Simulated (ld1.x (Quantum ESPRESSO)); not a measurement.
# Changing the settings of a TM potential for W, part 1 of 2

One potential is built and tested. Then one design choice at a time is changed, to learn what it costs or gains.

Method: ld1.x (Quantum ESPRESSO) 7.5, Wu–Cohen, scalar-relativistic.

## Step 1: The design

Typed settings, in words:

```json
{"element": "tungsten (W, Z = 74)", "type": "norm-conserving Troullier–Martins (Kleinman–Bylander form)", "frozen core": "[Kr] 4d10 4f14", "valence charge": "14", "reference configuration": "5s2 5p6 5d4 6s2 6p0", "partial waves": "5s (bound): rc 1.50 bohr; 5p (bound): rc 2.10 bohr; 5d (bound): rc 1.80 bohr", "occupied shells without a wave": "6s", "local potential": "the d channel", "core correction": "a·sin(br)/r model core, default radius (core density twice the valence density)"}
```

The outer shells as boxes (Hund's rule for the drawing; the calculation is spin-unpolarised):

```
[Kr] core
4d [↑↓][↑↓][↑↓][↑↓][↑↓]
4f [↑↓][↑↓][↑↓][↑↓][↑↓][↑↓][↑↓]
5s [↑↓]
5p [↑↓][↑↓][↑↓]
5d [↑ ][↑ ][↑ ][↑ ][  ]
6s [↑↓]
6p [  ][  ][  ]
```

## Step 2: The first potential

Contents of W.in:

```
 &input
   title='W', zed=74., rel=1, dft='WC', iswitch=3,
   config='[Xe] 4f14 5d4 6s2 6p0',
   nld=3, rlderiv=2.30, eminld=-8.0, emaxld=5.0, deld=0.04
 /
 &inputp
   pseudotype=2, tm=.true., lloc=2,
   nlcc=.true.,
   file_pseudopw='W.UPF', file_wfcaegen='ae.wfc', file_wfcncgen='nc.wfc', file_beta='beta', file_chi='chi'
 /
3
5S  1  0   2.00   0.00  1.50  1.50  0.0
5P  2  1   6.00   0.00  2.10  2.10  0.0
5D  3  2   4.00   0.00  1.80  1.80  0.0
 &test
   configts(1)='5s2 5p6 5d4 6s2 6p0'
 /
```

Launch:

```bash
$ ld1.x < W.in > W.out
```

What the program wrote to W.out (without the banner and most projector matrices):

```text
     Program LD1 v.7.5
     --------------------------- All-electron run ----------------------------

     W
     scalar relativistic calculation

     atomic number is 74.00
     dft =WC   lsd =0 sic =0 latt =0  beta=0.20 tr2=1.0E-14
     Exchange-correlation= WC
                           (   1   4  11   4   0   0   0)
     mesh =1273 r(mesh) =  99.08072 a.u. xmin = -7.00 dx = 0.01250
     1 Ry =  13.60569312 eV, c = 137.03599908

     n l     nl                  e(Ry)          e(Ha)          e(eV)
     1 0     1S 1( 2.00)     -5107.5781     -2553.7890    -69492.1402
     2 0     2S 1( 2.00)      -881.5379      -440.7689    -11993.9335
     2 1     2P 1( 6.00)      -770.9723      -385.4862    -10489.6127
     3 0     3S 1( 2.00)      -203.0109      -101.5054     -2762.1036
     3 1     3P 1( 6.00)      -170.2725       -85.1362     -2316.6750
     4 0     4S 1( 2.00)       -41.8664       -20.9332      -569.6209
     4 1     4P 1( 6.00)       -31.1276       -15.5638      -423.5127
     3 2     3D 1(10.00)      -132.6081       -66.3041     -1804.2253
     5 0     5S 1( 2.00)        -5.8130        -2.9065       -79.0898
     5 1     5P 1( 6.00)        -3.1755        -1.5877       -43.2044
     4 2     4D 1(10.00)       -17.5181        -8.7591      -238.3465
     4 3     4F 1(14.00)        -2.4413        -1.2206       -33.2150
     5 2     5D 1( 4.00)        -0.3315        -0.1657        -4.5097
     6 0     6S 1( 2.00)        -0.4233        -0.2116        -5.7589
     6 1     6P 1( 0.00)        -0.0968        -0.0484        -1.3169

     final scf error:  6.6E-15 reached in  27 iterations

     Etot =  -32282.748859 Ry,  -16141.374430 Ha, -439229.174148 eV

     Ekin =   35576.959131 Ry,   17788.479566 Ha,  484049.188186 eV
     Encl =  -79829.601684 Ry,  -39914.800842 Ha,-1086137.062639 eV
     Eh   =   12612.980660 Ry,    6306.490330 Ha,  171608.344225 eV
     Exc  =    -643.086967 Ry,    -321.543483 Ha,   -8749.643920 eV

     normalization and overlap integrals

     s(1S/1S) =  1.000000  <r> =   0.0183  <r2> =    0.0005  r(max) =   0.0115
     s(2S/2S) =  1.000000  <r> =   0.0776  <r2> =    0.0071  r(max) =   0.0653
     s(2P/2P) =  1.000000  <r> =   0.0694  <r2> =    0.0059  r(max) =   0.0541
     s(3S/3S) =  1.000000  <r> =   0.2011  <r2> =    0.0462  r(max) =   0.1842
     s(3P/3P) =  1.000000  <r> =   0.2013  <r2> =    0.0470  r(max) =   0.1842
     s(4S/4S) =  1.000000  <r> =   0.4495  <r2> =    0.2282  r(max) =   0.4204
     s(4P/4P) =  1.000000  <r> =   0.4780  <r2> =    0.2599  r(max) =   0.4419
     s(3D/3D) =  1.000000  <r> =   0.1824  <r2> =    0.0390  r(max) =   0.1490
     s(5S/5S) =  1.000000  <r> =   1.0667  <r2> =    1.2790  r(max) =   0.9593
     s(5P/5P) =  1.000000  <r> =   1.2495  <r2> =    1.7723  r(max) =   1.0870
     s(4D/4D) =  1.000000  <r> =   0.5114  <r2> =    0.3031  r(max) =   0.4531
     s(4F/4F) =  1.000000  <r> =   0.6078  <r2> =    0.4645  r(max) =   0.4310
     s(5D/5D) =  1.000000  <r> =   2.0719  <r2> =    5.2585  r(max) =   1.5045
     s(6S/6S) =  1.000000  <r> =   3.1532  <r2> =   11.3511  r(max) =   2.6404
     s(6P/6P) =  1.000000  <r> =   4.7956  <r2> =   27.1752  r(max) =   3.7004

     ------------------------ End of All-electron run ------------------------

     --------------------- Generating NC pseudopotential ---------------------

      Generating local pot.: lloc=2, matching radius rcloc =   1.8000

      Computing core charge for nlcc:

       r > 0.86 : true rho core
       r < 0.86 : rho core = a sin(br)/r    a=  35.23  b=   3.09

      Integrated core pseudo-charge :  15.41

      Wfc   5S  rcut= 1.486  Using Troullier-Martins method

      Wfc   5P  rcut= 2.108  Using Troullier-Martins method

     ------------------- End of pseudopotential generation -------------------

     [... the all-electron block is printed once more ...]


     Computing logarithmic derivative in   2.28692
     Computing logarithmic derivative in   2.28692
     Computing the partial wave expansion
     R is outside the sphere for l=    0 j= 0.00
     R is outside the sphere for l=    1 j= 0.00
       no projector for channel:   2

     ---------------------- Testing the pseudopotential ----------------------

     W
     scalar relativistic calculation

     atomic number is 74.00   valence charge is 14.00
     dft =WC   lsd =0 sic =0 latt =0  beta=0.20 tr2=1.0E-14
     mesh =1273 r(mesh) =  99.08072 xmin = -7.00 dx = 0.01250

     n l     nl             e AE (Ry)        e PS (Ry)    De AE-PS (Ry)
     1 0     5S   1( 2.00)       -5.81299       -5.81300        0.00001
     2 1     5P   1( 6.00)       -3.17546       -3.17546       -0.00000
     3 2     5D   1( 4.00)       -0.33146       -0.33145       -0.00000
     2 0     6S   1( 2.00)       -0.42327       -0.38448       -0.03880  !
     3 1     6P   1( 0.00)       -0.09679       -0.08300       -0.01379  !

     eps = 5.0E-15  iter = 16

     Etot =  -32282.748859 Ry,  -16141.374430 Ha, -439229.174148 eV
     Etotps =  -169.176950 Ry,     -84.588475 Ha,   -2301.769659 eV

     Ekin =      40.284660 Ry,      20.142330 Ha,     548.100718 eV
     Encl =    -264.572606 Ry,    -132.286303 Ha,   -3599.693688 eV
     Ehrt =     107.075651 Ry,      53.537825 Ha,    1456.838443 eV
     Ecxc =     -52.493918 Ry,     -26.246959 Ha,    -714.216132 eV
     (Ecc =     -32.045000 Ry,     -16.022500 Ha,    -435.994442 eV)
     Epseu=       0.529264 Ry,       0.264632 Ha,       7.201000 eV

     ---------------------- End of pseudopotential test ----------------------
```

It took 2.9 s on 1 thread, shared host. This counts the later configuration tests of the new file too.

Partial waves on a coarse radial grid (AE all-electron, PS pseudo):

```
r (bohr)    5p AE   5p PS
   0.105   0.2200  0.0236
   0.210   0.1233  0.0922
   0.315  -0.4434  0.1989
   0.420  -0.5014  0.3331
   0.525  -0.1831  0.4814
   0.630   0.2307  0.6294
   0.735   0.5870  0.7629
   0.840   0.8362  0.8704
   0.945   0.9796  0.9438
   1.050   1.0371  0.9798
   1.155   1.0322  0.9794
   1.260   0.9859  0.9475
   1.365   0.9147  0.8912
   1.470   0.8309  0.8186
   1.575   0.7429  0.7375
   1.680   0.6561  0.6542
   1.785   0.5739  0.5734
   1.890   0.4982  0.4981
   1.995   0.4299  0.4299
   2.100   0.3691  0.3691
   2.205   0.3157  0.3157
   2.310   0.2690  0.2690
   2.415   0.2286  0.2286
   2.520   0.1939  0.1939
   2.625   0.1641  0.1641
   2.730   0.1386  0.1386
```

## Step 3: Transferability test

Contents of W.test.in:

```
 &input
   title='W', zed=74., rel=1, dft='WC', iswitch=2,
   config='[Xe] 4f14 5d4 6s2 6p0'
 /
 &test
   file_pseudo='W.UPF', nconf=8,
   configts(1)='5s2 5p6 5d4 6s2 6p0',
   configts(2)='5s2 5p6 5d4 6s1 6p0',
   configts(3)='5s2 5p6 5d4 6s0 6p0',
   configts(4)='5s2 5p6 5d3 6s0 6p0',
   configts(5)='5s2 5p5 5d4 6s2 6p0',
   configts(6)='5s2 5p6 5d3 6s2 6p0',
   configts(7)='5s2 5p6 5d5 6s0 6p0',
   configts(8)='5s2 5p6 5d2 6s0 6p0'
 /
```

Launch:

```bash
$ ld1.x < W.test.in > W.test.out
```

W.test.out, the pseudopotential blocks:

```text
     ---------------------- Testing the pseudopotential ----------------------

     W
     scalar relativistic calculation

     atomic number is 74.00   valence charge is 14.00
     dft =WC   lsd =0 sic =0 latt =0  beta=0.20 tr2=1.0E-14
     mesh =1273 r(mesh) =  99.08072 xmin = -7.00 dx = 0.01250

     n l     nl             e AE (Ry)        e PS (Ry)    De AE-PS (Ry)
     1 0     5S   1( 2.00)       -5.81299       -5.81300        0.00001
     2 1     5P   1( 6.00)       -3.17546       -3.17546       -0.00000
     3 2     5D   1( 4.00)       -0.33146       -0.33145       -0.00000
     2 0     6S   1( 2.00)       -0.42327       -0.38448       -0.03880  !
     3 1     6P   1( 0.00)       -0.09679       -0.08300       -0.01379  !

     eps = 5.0E-15  iter = 16

     Etot =  -32282.748859 Ry,  -16141.374430 Ha, -439229.174147 eV
     Etotps =  -169.176950 Ry,     -84.588475 Ha,   -2301.769659 eV

     Ekin =      40.284660 Ry,      20.142330 Ha,     548.100718 eV
     Encl =    -264.572606 Ry,    -132.286303 Ha,   -3599.693688 eV
     Ehrt =     107.075651 Ry,      53.537825 Ha,    1456.838443 eV
     Ecxc =     -52.493918 Ry,     -26.246959 Ha,    -714.216132 eV
     (Ecc =     -32.045000 Ry,     -16.022500 Ha,    -435.994442 eV)
     Epseu=       0.529264 Ry,       0.264632 Ha,       7.201000 eV

     ---------------------- End of pseudopotential test ----------------------

     ---------------------- Testing the pseudopotential ----------------------

     W
     [...]
     n l     nl             e AE (Ry)        e PS (Ry)    De AE-PS (Ry)
     1 0     5S   1( 2.00)       -6.36551       -6.35583       -0.00968  !
     2 1     5P   1( 6.00)       -3.72963       -3.71977       -0.00986  !
     3 2     5D   1( 4.00)       -0.86602       -0.86173       -0.00429
     2 0     6S   1( 1.00)       -0.89963       -0.86219       -0.03744  !
     3 1     6P   1( 0.00)       -0.49695       -0.48604       -0.01091  !

     eps = 9.5E-15  iter = 10

     Etot =  -32282.091670 Ry,  -16141.045835 Ha, -439220.232632 eV
     Etotps =  -168.558444 Ry,     -84.279222 Ha,   -2293.354457 eV
     dEtot_ae =       0.657189 Ry
     dEtot_ps =       0.618506 Ry,   Delta E=       0.038683 Ry

     [...]
     ---------------------- End of pseudopotential test ----------------------

     ---------------------- Testing the pseudopotential ----------------------

     W
     [...]
     n l     nl             e AE (Ry)        e PS (Ry)    De AE-PS (Ry)
     1 0     5S   1( 2.00)       -6.99577       -6.97383       -0.02194  !
     2 1     5P   1( 6.00)       -4.35979       -4.33785       -0.02194  !
     3 2     5D   1( 4.00)       -1.46312       -1.45663       -0.00649  !
     2 0     6S   1( 0.00)       -1.41338       -1.38730       -0.02608  !
     3 1     6P   1( 0.00)       -0.94399       -0.94681        0.00282

     eps = 6.9E-15  iter =  9

     Etot =  -32280.938115 Ry,  -16140.469058 Ha, -439204.537719 eV
     Etotps =  -167.436826 Ry,     -83.718413 Ha,   -2278.094074 eV
     dEtot_ae =       1.810744 Ry
     dEtot_ps =       1.740123 Ry,   Delta E=       0.070621 Ry

     [...]
     ---------------------- End of pseudopotential test ----------------------

     ---------------------- Testing the pseudopotential ----------------------

     W
     [...]
     n l     nl             e AE (Ry)        e PS (Ry)    De AE-PS (Ry)
     1 0     5S   1( 2.00)       -7.93821       -7.91353       -0.02468  !
     2 1     5P   1( 6.00)       -5.28184       -5.25736       -0.02448  !
     3 2     5D   1( 3.00)       -2.28813       -2.28006       -0.00807  !
     2 0     6S   1( 0.00)       -2.07315       -2.04021       -0.03294  !
     3 1     6P   1( 0.00)       -1.51584       -1.51395       -0.00189

     eps = 2.7E-15  iter =  9

     Etot =  -32279.070745 Ry,  -16139.535373 Ha, -439179.130856 eV
     Etotps =  -165.576458 Ry,     -82.788229 Ha,   -2252.782475 eV
     dEtot_ae =       3.678114 Ry
     dEtot_ps =       3.600492 Ry,   Delta E=       0.077622 Ry

     [...]
     ---------------------- End of pseudopotential test ----------------------

     ---------------------- Testing the pseudopotential ----------------------

     W
     [...]
     n l     nl             e AE (Ry)        e PS (Ry)    De AE-PS (Ry)
     1 0     5S   1( 2.00)       -6.73432       -6.77928        0.04496  !
     2 1     5P   1( 5.00)       -4.05775       -4.09274        0.03500  !
     3 2     5D   1( 4.00)       -1.07588       -1.08613        0.01024  !
     2 0     6S   1( 2.00)       -0.99570       -0.94480       -0.05090  !
     3 1     6P   1( 0.00)       -0.55184       -0.52887       -0.02297  !

     eps = 3.5E-16  iter = 14

     Etot =  -32279.149873 Ry,  -16139.574937 Ha, -439180.207447 eV
     Etotps =  -165.557149 Ry,     -82.778574 Ha,   -2252.519759 eV
     dEtot_ae =       3.598986 Ry
     dEtot_ps =       3.619801 Ry,   Delta E=      -0.020815 Ry

     [...]
     ---------------------- End of pseudopotential test ----------------------

     ---------------------- Testing the pseudopotential ----------------------

     W
     [...]
     n l     nl             e AE (Ry)        e PS (Ry)    De AE-PS (Ry)
     1 0     5S   1( 2.00)       -6.56406       -6.57499        0.01093  !
     2 1     5P   1( 6.00)       -3.91409       -3.92360        0.00951  !
     3 2     5D   1( 3.00)       -0.99637       -1.00241        0.00604  !
     2 0     6S   1( 2.00)       -0.97112       -0.92602       -0.04510  !
     3 1     6P   1( 0.00)       -0.54215       -0.52212       -0.02003  !

     eps = 2.3E-15  iter =  9

     Etot =  -32282.096376 Ry,  -16141.048188 Ha, -439220.296658 eV
     Etotps =  -168.521686 Ry,     -84.260843 Ha,   -2292.854341 eV
     dEtot_ae =       0.652483 Ry
     dEtot_ps =       0.655264 Ry,   Delta E=      -0.002780 Ry

     [...]
     ---------------------- End of pseudopotential test ----------------------

     ---------------------- Testing the pseudopotential ----------------------

     W
     [...]
     n l     nl             e AE (Ry)        e PS (Ry)    De AE-PS (Ry)
     1 0     5S   1( 2.00)       -6.18520       -6.16623       -0.01897  !
     2 1     5P   1( 6.00)       -3.56130       -3.54243       -0.01887  !
     3 2     5D   1( 5.00)       -0.74738       -0.74104       -0.00635  !
     2 0     6S   1( 0.00)       -0.83034       -0.80406       -0.02629  !
     3 1     6P   1( 0.00)       -0.45299       -0.45232       -0.00067

     eps = 6.6E-15  iter = 11

     Etot =  -32282.032940 Ry,  -16141.016470 Ha, -439219.433569 eV
     Etotps =  -168.525532 Ry,     -84.262766 Ha,   -2292.906673 eV
     dEtot_ae =       0.715919 Ry
     dEtot_ps =       0.651417 Ry,   Delta E=       0.064502 Ry

     [...]
     ---------------------- End of pseudopotential test ----------------------

     ---------------------- Testing the pseudopotential ----------------------

     W
     [...]
     n l     nl             e AE (Ry)        e PS (Ry)    De AE-PS (Ry)
     1 0     5S   1( 2.00)       -8.98148       -8.95850       -0.02298  !
     2 1     5P   1( 6.00)       -6.29720       -6.27453       -0.02266  !
     3 2     5D   1( 2.00)       -3.19918       -3.19075       -0.00842  !
     2 0     6S   1( 0.00)       -2.79637       -2.74819       -0.04818  !
     3 1     6P   1( 0.00)       -2.15494       -2.13843       -0.01650  !

     eps = 2.7E-15  iter = 10

     Etot =  -32276.334098 Ry,  -16138.167049 Ha, -439141.896875 eV
     Etotps =  -162.847681 Ry,     -81.423840 Ha,   -2215.655571 eV
     dEtot_ae =       6.414761 Ry
     dEtot_ps =       6.329269 Ry,   Delta E=       0.085492 Ry

     [...]
     ---------------------- End of pseudopotential test ----------------------
```

The tests as a table, with energies relative to 5s2 5p6 5d4 6s2 6p0. The frozen-core shift comes from a second all-electron run, not shown, with the core orbitals held at their reference shape; it is that run's ΔE less the relaxed one.

| valence configuration | charge | ΔE all-electron (eV) | error AE − PS (meV) | frozen-core shift (meV) |
| --- | --- | --- | --- | --- |
| 5s2 5p6 5d4 6s1 6p0 | +1 | 8.942 | +526 | +3.2 |
| 5s2 5p6 5d4 6s0 6p0 | +2 | 24.636 | +961 | +8.6 |
| 5s2 5p6 5d3 6s0 6p0 | +3 | 50.043 | +1056 | +25 |
| 5s2 5p5 5d4 6s2 6p0 | +1 | 48.967 | -283 | +113 |
| 5s2 5p6 5d3 6s2 6p0 | +1 | 8.877 | -38 | +1.9 |
| 5s2 5p6 5d5 6s0 6p0 | +1 | 9.741 | +878 | +12 |
| 5s2 5p6 5d2 6s0 6p0 | +4 | 87.277 | +1163 | +95 |

## Step 4: Scattering by logarithmic derivatives

Taken from the files of the generation run. The phase is arctan(r·u′/u) with u = r·R, unwrapped, with energies in Ry. A pole is an energy at which the radial function vanishes at the test radius. The pseudo phase is shifted by a multiple of π to meet the all-electron one at the reference energy. Levels narrower than the energy grid can be missing from the poles. The last column is the largest difference on the grid between −1 and +1 Ry.

| channel | radius (bohr) | reference (Ry) | poles AE | poles PS | window around the reference with phases within 0.05 rad (Ry) | largest difference near zero (rad) |
| --- | --- | --- | --- | --- | --- | --- |
| s | 2.29 | -5.81 | -5.72, 4.26 | -5.72 | below -1.0 | 0.391 |
| p | 2.29 | -3.18 | -2.90 | -2.90 | below -0.2 | 0.187 |
| d | 2.29 | -0.33 | 0.83 | 0.82 | below 4.0 | 0.001 |

Phases (rad) along the scan:

```
E (Ry)    s AE    s PS    p AE    p PS
 -8.00   1.390   1.390   1.400   1.401
 -7.52   1.379   1.379   1.393   1.394
 -7.04   1.364   1.364   1.385   1.386
 -6.56   1.335   1.335   1.375   1.376
 -6.08   1.196   1.197   1.363   1.364
 -5.60  -1.658  -1.658   1.347   1.349
 -5.12  -1.741  -1.740   1.326   1.329
 -4.64  -1.772  -1.770   1.293   1.297
 -4.16  -1.795  -1.793   1.229   1.235
 -3.68  -1.819  -1.816   1.002   1.013
 -3.20  -1.846  -1.842  -1.236  -1.236
 -2.72  -1.880  -1.874  -1.639  -1.636
 -2.24  -1.925  -1.915  -1.728  -1.722
 -1.76  -1.989  -1.971  -1.781  -1.770
 -1.28  -2.088  -2.053  -1.827  -1.810
 -0.80  -2.259  -2.185  -1.878  -1.852
 -0.32  -2.597  -2.424  -1.942  -1.901
  0.16  -3.241  -2.884  -2.034  -1.964
  0.64  -3.894  -3.548  -2.184  -2.053
  1.12  -4.241  -4.033  -2.466  -2.193
  1.60  -4.417  -4.286  -3.019  -2.434
  2.08  -4.518  -4.425  -3.712  -2.872
  2.56  -4.585  -4.511  -4.134  -3.480
  3.04  -4.632  -4.570  -4.345  -3.951
  3.52  -4.668  -4.612  -4.463  -4.214
  4.00  -4.698  -4.645  -4.538  -4.363
  4.48  -4.724  -4.672  -4.590  -4.456
  4.96  -4.747  -4.694  -4.630  -4.519
```

## Step 5: Plane-wave convergence, by spherical Bessel functions

This step uses the generator's waves and projectors in a separate script. Basis: spherical Bessel functions vanishing at 20 bohr, q² up to the cutoff; potential fixed at the reference.

All-electron valence levels (Ry): 5s -5.8130, 6s -0.4233, 5p -3.1755, 6p -0.0968, 5d -0.3315. The lowest levels of each channel (Ry) by cutoff; the last column sums, over occupied levels, occupation times the distance from the level at 400 Ry. A positive value at high cutoff is not a bound level.

```
cutoff (Ry)     s #1     s #2     p #1     p #2     d #1    f #1  Σ f·Δε (mRy)
          8  -5.1004  -0.2426  -2.3800  -0.0567  -0.0774  0.1101        7497.9
         12  -5.2529  -0.2763  -2.9460  -0.0783  -0.2002  0.1101        3238.2
         21  -5.6484  -0.3486  -3.1705  -0.0827  -0.3156  0.1101         494.0
         30  -5.7723  -0.3750  -3.1750  -0.0829  -0.3301  0.1101         108.1
         40  -5.7959  -0.3809  -3.1753  -0.0830  -0.3314  0.1101          42.8
         55  -5.8014  -0.3820  -3.1754  -0.0830  -0.3314  0.1101          28.4
         70  -5.8102  -0.3839  -3.1755  -0.0830  -0.3315  0.1101           6.7
         90  -5.8124  -0.3843  -3.1755  -0.0830  -0.3315  0.1101           1.6
        120  -5.8127  -0.3844  -3.1755  -0.0830  -0.3315  0.1101           0.6
        160  -5.8130  -0.3845  -3.1755  -0.0830  -0.3315  0.1101           0.1
        400  -5.8130  -0.3845  -3.1755  -0.0830  -0.3315  0.1101           0.0
```

The sum stays within 10 mRy from 70 Ry and within 1 mRy from 120 Ry. The sum leaves out empty levels, which can need more. Ghost test: no level below the all-electron spectrum of its channel (s, p, d, f tested).

(Continued in part 2 of 2.)
